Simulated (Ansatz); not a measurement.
# Nb2MoO2: one candidate structure

Aim: relax Nb2MoO2 from this start, ThCr2Si2 type (I4/mmm, No. 139), and see where it ends.

Computed with Ansatz 0.2.0 (DFT PBE, scalar-relativistic, plane waves, PAW, unless a step's input says otherwise).

### Step 1. The starting structure

It takes space group I4/mmm (No. 139, tetragonal). The conventional cell has a = 3.582 Å, b = 3.582 Å, c = 9.399 Å, α = 90.00°, β = 90.00°, γ = 90.00°. Nb (site symmetry -4m2) is surrounded by 4 O at 2.14 Å. Mo (site symmetry 4/mmm) has 8 O at 2.80 Å and 8 Nb at 2.95 Å as nearest neighbours. O (site symmetry 4mm) has 4 Nb at 2.14 Å and 4 Mo at 2.80 Å as nearest neighbours.

Coordinates:

```cif
data_structure
_symmetry_space_group_name_H-M 'P 1'
_symmetry_Int_Tables_number 1
_cell_length_a 5.3386
_cell_length_b 5.3386
_cell_length_c 5.3386
_cell_angle_alpha 140.794
_cell_angle_beta 140.794
_cell_angle_gamma 56.650
_cell_volume 60.30
loop_
_atom_site_label
_atom_site_type_symbol
_atom_site_fract_x
_atom_site_fract_y
_atom_site_fract_z
_atom_site_occupancy
Nb1 Nb 0.25000 0.75000 0.50000 1
Nb2 Nb 0.75000 0.25000 0.50000 1
Mo1 Mo 0.00000 0.00000 0.00000 1
O1 O 0.62600 0.62600 0.00000 1
O2 O 0.37400 0.37400 0.00000 1
```

(A quick probe on a coarse mesh, which set the mesh and smearing, is not shown.)

### Step 3. A loose first relaxation

Contents of input.yaml:

```yaml
crystal:
  lattice:
    - [-1.7910944729, 1.7910944729, 4.6994062903]
    - [1.7910944729, -1.7910944729, 4.6994062903]
    - [1.7910944729, 1.7910944729, -4.6994062903]
  atoms:
    - { symbol: Nb, position: [0.25, 0.75, 0.5] }
    - { symbol: Nb, position: [0.75, 0.25, 0.5] }
    - { symbol: Mo, position: [0.0, 0.0, 0.0] }
    - { symbol: O, position: [0.626, 0.626, 0.0] }
    - { symbol: O, position: [0.374, 0.374, 0.0] }
basis:
  ecutwfc: 420
kpoints:
  mp_grid: { grid: [6, 6, 6] }
hamiltonian:
  xc: pbe
scf:
  occupations: { method: gaussian, width: 0.1 }
  lower_state_search: "off"
output:
  forces: true
  stress: true
  eigenvalues: true
relax:
  adjacent_minimum: "off"
  f_tol: 0.04
  max_steps: 70
  cell: { stress_tol: 0.4 }
```

On the command line:

```bash
$ ansatz run input.yaml --threads 1 --pin off --max-ram 2560MiB --backend cpu --events-out ev --progress --plain --runs-dir out
```

The session goes on with these runs: full relaxation.

Q: Predict the outcome of this session.

The runs gave:

Formation energies count from the elements, computed with the same settings in runs not shown here.

| quantity | value |
| --- | --- |
| cell (conventional) | a = 4.311 Å, b = 4.311 Å, c = 7.487 Å, α = 90.00°, β = 90.00°, γ = 90.00° |
| space group | I4/mmm (No. 139) |
| volume | 13.92 Å³/atom |
| gap on the mesh | none (metal) |
| formation energy from the elements | -0.932 eV/atom |

**Reading.** The space group stayed I4/mmm, and from the first guess the volume went from 12.06 to 13.92 Å³/atom. With -0.93 eV/atom it lies under the elements, which doesn't yet make it stable against other compounds of them. A spin-polarised run here lost its starting moments, which speaks against magnetism, though one start doesn't rule it out.
